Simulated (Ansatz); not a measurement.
# Si16Au: the cost of one run

Method: DFT r2SCAN, plane waves, PAW, scalar-relativistic, collinear spin, in Ansatz 0.2.0.

### 1 The starting structure

The cell holds 17 atoms (AuSi16): a = 7.679 Å, b = 7.679 Å, c = 7.679 Å, α = 60.00°, β = 60.00°, γ = 60.00°.

The coordinates stand in the first input below.

### 2 Relaxing the start

File input.yaml:

```yaml
crystal:
  lattice:
    - [0.0, 5.43, 5.43]
    - [5.43, 0.0, 5.43]
    - [5.43, 5.43, 0.0]
  atoms:
    - { symbol: Si, position: [0.0, 0.0, 0.0] }
    - { symbol: Si, position: [0.125, 0.125, 0.125] }
    - { symbol: Si, position: [0.0, 0.0, 0.5] }
    - { symbol: Si, position: [0.125, 0.125, 0.625] }
    - { symbol: Si, position: [0.0, 0.5, 0.0] }
    - { symbol: Si, position: [0.125, 0.625, 0.125] }
    - { symbol: Si, position: [0.0, 0.5, 0.5] }
    - { symbol: Si, position: [0.125, 0.625, 0.625] }
    - { symbol: Si, position: [0.5, 0.0, 0.0] }
    - { symbol: Si, position: [0.625, 0.125, 0.125] }
    - { symbol: Si, position: [0.5, 0.0, 0.5] }
    - { symbol: Si, position: [0.625, 0.125, 0.625] }
    - { symbol: Si, position: [0.5, 0.5, 0.0] }
    - { symbol: Si, position: [0.625, 0.625, 0.125] }
    - { symbol: Si, position: [0.5, 0.5, 0.5] }
    - { symbol: Si, position: [0.625, 0.625, 0.625] }
    - { symbol: Au, position: [0.5584289, 0.8188902, 0.8073717], spin: 1.0 }
magnetization:
  spin_polarized: true
basis:
  ecutwfc: 500.0
kpoints:
  mp_grid: { grid: [2, 2, 2] }
hamiltonian:
  xc: r2scan
  pseudopotentials: { kind: paw, azcp: { folder: soft_1 } }
scf:
  occupations: { method: fermi_dirac, width: 0.05 }
  lower_state_search: "off"
relax:
  f_tol: 0.08
  max_steps: 25
  adjacent_minimum: "off"
```

Started as:

```bash
$ ansatz run input.yaml --threads 4 --pin off --max-ram 10240MiB --backend cpu --events-out ev --progress --plain --runs-dir out
```

Q: Estimate wall time and peak memory on 4 threads of AMD EPYC 9R45 (Zen 5), shared host.

About 45 s, with a peak of 1.9 GiB.
